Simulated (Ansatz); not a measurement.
**Ir: a line through a two-coordinate scan**

An exercise on one series of results from a longer session: the logs are not shown, and one member is left open.

Method: DFT LDA, scalar-relativistic, plane waves, PAW, in Ansatz 0.2.0.

26 further runs of the same task are left out: 26 set aside as unsound or not needed.

**Starting point**

Symmetry: Fm-3m, No. 225, cubic system. The conventional cell has a = 3.811 Å, b = 3.811 Å, c = 3.811 Å, α = 90.00°, β = 90.00°, γ = 90.00°. Ir (site symmetry m-3m) has 12 Ir at 2.69 Å as nearest neighbours.

As a file:

```cif
data_structure
_symmetry_space_group_name_H-M 'P 1'
_symmetry_Int_Tables_number 1
_cell_length_a 2.6946
_cell_length_b 2.6946
_cell_length_c 2.6946
_cell_angle_alpha 60.000
_cell_angle_beta 60.000
_cell_angle_gamma 60.000
_cell_volume 13.84
loop_
_atom_site_label
_atom_site_type_symbol
_atom_site_fract_x
_atom_site_fract_y
_atom_site_fract_z
_atom_site_occupancy
Ir1 Ir 0.00000 0.00000 0.00000 1
```

This cell was relaxed beforehand with the same method: volume 13.84 Å³/atom, gap on the mesh none (metal).

**The scan**

The energy is mapped over volume and the cell's shape.

- volume per atom: 7 values from 12.729 to 14.942 Å³
- c/a of the conventional cell: 9 values from 0.629 to 1.167

Nothing else is relaxed (symmetry fixes all fractional coordinates). Energies count from the relaxed crystal. Points are written as (first, second).

Set-up of the first run:

Input file input.yaml:

```yaml
crystal:
  lattice:
    - [0.0, 2.0541410149, 1.5083557472]
    - [2.0541410149, 0.0, 1.5083557472]
    - [2.0541410149, 2.0541410149, 0.0]
  atoms:
    - { symbol: Ir, position: [0.0, 0.0, 0.0] }
basis:
  ecutwfc: 420
kpoints:
  mp_grid: { grid: [22, 22, 22] }
hamiltonian:
  xc: lda
scf:
  occupations: { method: gaussian, width: 0.15 }
output:
  forces: true
  stress: true
  eigenvalues: true
```

On the command line:

```console
ansatz run input.yaml --threads 1 --pin off --max-ram 2048MiB --backend cpu --events-out ev --progress --plain --runs-dir out
```

Steps of the session up to this table: Grid point (12.729 Å³, 0.734); The run at (13.098 Å³, 0.734); Grid point (13.835 Å³, 0.734); The run at (14.573 Å³, 0.734); Point (14.942 Å³, 0.734).

One table of the session follows, with a row left open; its other results are not shown here.

It belongs to the step «The line in numbers». 

```
volume per atom (Å³)  energy (meV/atom)  slope (meV/atom per Å³)  pressure (GPa)
              12.729                899                     −350              56
              13.098                789                     −246              39
              13.466                715                     −157              25
              13.835                672                      −81              13
              14.204                  ?                        ?               ?
              14.573                659                       41              −7
              14.942                683                       89             −14
```

**Question.** Estimate the row for volume per atom (Å³) = 14.204.

Worked estimate for «energy (meV/atom)». A straight line through the neighbours (13.835, 672) and (14.573, 659) gives 672 + (659 − 672) × (14.204 − 13.835) / (14.573 − 13.835) = 666; a parabola fitted to 4 rows on both sides gives 654.

The run gave: energy (meV/atom): 654; slope (meV/atom per Å³): −15; pressure (GPa): 2. In «energy (meV/atom)» the line misses by +12 and the parabola by +0.

Energies count from the relaxed crystal. Rows without a step come from runs not printed here or follow by symmetry.

The lowest point of the line is at 14.204 Å³, 654 meV/atom from the zero. V·d²E/dV² there is about 360 GPa, a bulk modulus under this line's constraint. The highest point computed, at 12.729 Å³, lies 244 meV/atom above the lowest.
